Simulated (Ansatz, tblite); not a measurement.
**C12H11F5OS: spin-state energies by level**

Is the singlet the ground state of C12H11F5OS? Other spin states are computed and compared level by level.

Program: Ansatz 0.2.0, Gaussian basis. Level of theory: as each input shows. These are calculated values, not measurements.

Levels to be run: triplet, at the geometry of the singlet (GFN1-xTB, GFN2-xTB, PBE0-D4/def2-TZVP, PBE-D4/def2-TZVP); the singlet's energies come from earlier runs.

## (1) The structure

The geometry is that of the singlet, from an earlier relaxation (PBE-D4/def2-SVP).

SMILES `CC(=O)SCCCCc1c(F)c(F)c(F)c(F)c1F`, 30 atoms, charge 0, spin multiplicity 1.

Bond lengths: C1–C2 1.514 Å, C1–H20 1.107 Å, C1–H21 1.108 Å, C1–H22 1.111 Å, C2–O3 1.218 Å, C2–S4 1.806 Å, S4–C5 1.827 Å, C5–C6 1.528 Å, C5–H23 1.109 Å, C5–H24 1.110 Å, C6–C7 1.532 Å, C6–H25 1.111 Å, C6–H26 1.110 Å, C7–C8 1.542 Å, C7–H27 1.112 Å, C7–H28 1.112 Å, C8–C9 1.509 Å, C8–H29 1.109 Å and more. Angles: C2–C1–H20 109.2°, C2–C1–H21 111.9°, C2–C1–H22 109.0°, H20–C1–H21 110.5°, H20–C1–H22 108.5°, H21–C1–H22 107.7°, C1–C2–O3 124.4°, C1–C2–S4 112.7°, O3–C2–S4 122.9°, C2–S4–C5 98.8°, S4–C5–C6 113.6°, S4–C5–H23 105.4°, S4–C5–H24 106.4°, C6–C5–H23 112.1°, C6–C5–H24 110.6°, H23–C5–H24 108.4°, C5–C6–C7 112.3°, C5–C6–H25 110.0° and more.

## (2) Triplet at the fixed geometry, GFN1-xTB

Tight binding, by tblite at 300 K electronic temperature and without a spin-polarisation term:

```python
tblite.interface.Calculator('GFN1-xTB', numbers, positions, charge=0, uhf=2).singlepoint()
```

Energy -1775.3834 eV; 0.12 s.

## (3) Triplet at the fixed geometry, GFN2-xTB

Tight binding, by tblite at 300 K electronic temperature and without a spin-polarisation term:

```python
tblite.interface.Calculator('GFN2-xTB', numbers, positions, charge=0, uhf=2).singlepoint()
```

Energy -1690.2396 eV; 0.084 s.

## (4) Triplet at the fixed geometry, PBE0-D4/def2-TZVP

File in.yaml:

```yaml
crystal:
  periodic: [false, false, false]
  atoms:
    - {symbol: C, position_ang: [4.117874, 1.824405, 1.025566]}
    - {symbol: C, position_ang: [3.199478, 0.996078, 0.152787]}
    - {symbol: O, position_ang: [2.318086, 1.456674, -0.549605]}
    - {symbol: S, position_ang: [3.521082, -0.775766, 0.285122]}
    - {symbol: C, position_ang: [2.179097, -1.384974, -0.794655]}
    - {symbol: C, position_ang: [0.812396, -1.414140, -0.112956]}
    - {symbol: C, position_ang: [-0.288017, -1.936710, -1.041277]}
    - {symbol: C, position_ang: [-1.696227, -1.902702, -0.414209]}
    - {symbol: C, position_ang: [-2.153441, -0.508853, -0.060525]}
    - {symbol: C, position_ang: [-2.023367, 0.005372, 1.240041]}
    - {symbol: F, position_ang: [-1.512011, -0.767404, 2.213135]}
    - {symbol: C, position_ang: [-2.415001, 1.313267, 1.568795]}
    - {symbol: F, position_ang: [-2.283348, 1.772891, 2.816747]}
    - {symbol: C, position_ang: [-2.936747, 2.147400, 0.566180]}
    - {symbol: F, position_ang: [-3.307294, 3.394964, 0.861316]}
    - {symbol: C, position_ang: [-3.073895, 1.665466, -0.746864]}
    - {symbol: F, position_ang: [-3.573512, 2.457817, -1.699240]}
    - {symbol: C, position_ang: [-2.673290, 0.352886, -1.041048]}
    - {symbol: F, position_ang: [-2.803047, -0.086355, -2.304119]}
    - {symbol: H, position_ang: [4.169521, 2.854533, 0.624824]}
    - {symbol: H, position_ang: [5.132094, 1.383572, 1.093097]}
    - {symbol: H, position_ang: [3.698458, 1.867496, 2.053073]}
    - {symbol: H, position_ang: [2.501739, -2.393139, -1.126483]}
    - {symbol: H, position_ang: [2.159240, -0.715285, -1.679102]}
    - {symbol: H, position_ang: [0.861406, -2.032106, 0.809003]}
    - {symbol: H, position_ang: [0.566499, -0.380825, 0.208115]}
    - {symbol: H, position_ang: [-0.298762, -1.340462, -1.979528]}
    - {symbol: H, position_ang: [-0.064209, -2.983547, -1.342254]}
    - {symbol: H, position_ang: [-2.420793, -2.344006, -1.127709]}
    - {symbol: H, position_ang: [-1.714018, -2.526549, 0.501742]}
basis:
  gaussian: {orbitals: def2-TZVP, fitting: {mean_field: def2-universal-jkfit}}
magnetization: {spin_polarized: true, initial_magnetization: 2}
hamiltonian: {xc: pbe0, dispersion: d4}
scf: {omitted_lower_state_checks: [starts]}
output: {orbitals: {seedname: orbitals}}
```

Run with:

```console
$ ansatz run in.yaml --threads 2 --pin off --events-out ev --progress --plain --max-ram 32768MiB --backend cuda --devices 0, --max-vram 18GiB
```

The log of the run:

```text
Functional definition: PBE0
  name "PBE0"
  cite "Adamo & Barone, J. Chem. Phys. 110, 6158 (1999) doi:10.1063/1.478522"
  cite "Perdew, Burke & Ernzerhof, Phys. Rev. Lett. 77, 3865 (1996) doi:10.1103/PhysRevLett.77.3865"
  parent pbe
  parameter a = 0.25
  parameter kappa = 0.804
  parameter beta = 0.06672455060314922
  exchange = (1 - a)*pbe_x(kappa = kappa, mu = beta*pi^2/3) + a*exact_x
  correlation = pbe_c(beta = beta)
these checks for a lower state are left out or cut short: starts
1688 factors; integrals over basis functions are off by at most 1.6e0 eV
mean field evaluation 1: about -39034.9559 eV, gradient 7.4e1 eV
mean field evaluation 2: about -38684.3073 eV, gradient 2.2e2 eV
mean field evaluation 4: about -39050.9690 eV, gradient 3.9e1 eV
mean field evaluation 8: about -39063.1669 eV, gradient 1.5e0 eV
mean field evaluation 16: about -39063.1868 eV, gradient 1.9e-1 eV
mean field -39063.26575410 eV, -1435.5485384308 hartree, gradient 1.9e-5 eV, S^2 2.063624; 0 other end points of the search recorded, 0 dependent functions left out
reference -39063.26580049 eV, -1435.5485401354 hartree; 77, 75 occupied and 584, 586 virtual orbitals, 1688 factors
Total energy: -39064.09588823 eV, -1435.5790452971 hartree
Checks for a lower state left out: starts
```

It took 10 s on 1 × H100 (card shared with other runs) with 2 threads of AMD EPYC 7R13, shared host; peak host memory 1.2 GiB.

HOMO -3.44 eV, LUMO -4.87 eV (over both spins; with the spin held, an empty level of the minority spin lies below the top filled one); ⟨S²⟩ 2.064 (pure: 2.00).

## (5) Triplet at the fixed geometry, PBE-D4/def2-TZVP

start.molden holds the orbitals of an earlier run on this state, given as this run's starting guess.

in.yaml: that of step 4 with these lines changed.

```diff
@@ -34,5 +34,5 @@
 basis:
-  gaussian: {orbitals: def2-TZVP, fitting: {mean_field: def2-universal-jkfit}}
+  gaussian: {orbitals: def2-TZVP, fitting: {mean_field: def2-universal-jkfit}, initial_orbitals: start.molden}
 magnetization: {spin_polarized: true, initial_magnetization: 2}
-hamiltonian: {xc: pbe0, dispersion: d4}
+hamiltonian: {xc: pbe, dispersion: d4}
 scf: {omitted_lower_state_checks: [starts]}
```

The command is unchanged.

The log of the run:

```text
Functional definition: PBE
  name "PBE"
  cite "Perdew, Burke & Ernzerhof, Phys. Rev. Lett. 77, 3865 (1996) doi:10.1103/PhysRevLett.77.3865"
  parent pbe
  parameter kappa = 0.804
  parameter beta = 0.06672455060314922
  exchange = pbe_x(kappa = kappa, mu = beta*pi^2/3)
  correlation = pbe_c(beta = beta)
these checks for a lower state are left out or cut short: starts
1688 factors; integrals over basis functions are off by at most 1.6e0 eV
mean field evaluation 1: about -39061.2263 eV, gradient 1.4e1 eV
mean field evaluation 2: about -39061.7103 eV, gradient 5.5e-1 eV
mean field evaluation 4: about -39061.7235 eV, gradient 1.7e-1 eV
mean field evaluation 8: about -39061.7237 eV, gradient 2.4e-5 eV
mean field -39061.72369314 eV, -1435.4918687356 hartree, gradient 6.6e-6 eV, S^2 2.021183; 0 other end points of the search recorded, 0 dependent functions left out
reference -39061.72375630 eV, -1435.4918710566 hartree; 77, 75 occupied and 584, 586 virtual orbitals, 1688 factors
Total energy: -39062.68848349 eV, -1435.5273241270 hartree
Checks for a lower state left out: starts
```

Wall time 8 s (1 × H100 (card shared with other runs) with 2 threads of AMD EPYC 7R13, shared host); peak host memory 1.2 GiB.

HOMO -2.23 eV, LUMO -5.68 eV (over both spins; with the spin held, an empty level of the minority spin lies below the top filled one); ⟨S²⟩ 2.021 (pure: 2.00).

## (6) Triplet less singlet, vertical

The singlet's energies are those of its earlier runs, whose logs aren't repeated here.

```tsv
level	triplet less singlet, vertical (kJ/mol)	time
GFN1-xTB	+401.3	0.17 s
GFN2-xTB	+377.8	0.12 s
PBE-D4/def2-TZVP	+392.6	17 s
PBE0-D4/def2-TZVP	+394.4	18 s
```

Times add the two runs; a level without a time comes out of a correlated run. Tight binding without a spin term can't rank spin states.

## (7) What came out

```
                                                quantity                                       value
triplet less singlet, vertical, functionals in def2-TZVP  +392.6 (PBE-D4) to +394.4 kJ/mol (PBE0-D4)
```

What this shows: All functionals put the triplet above the singlet, over a spread of 1.7 kJ/mol. The checks for a lower triplet were left out, so another state of that spin may lie lower. These are electronic energies, without zero-point motion, entropy or surroundings.
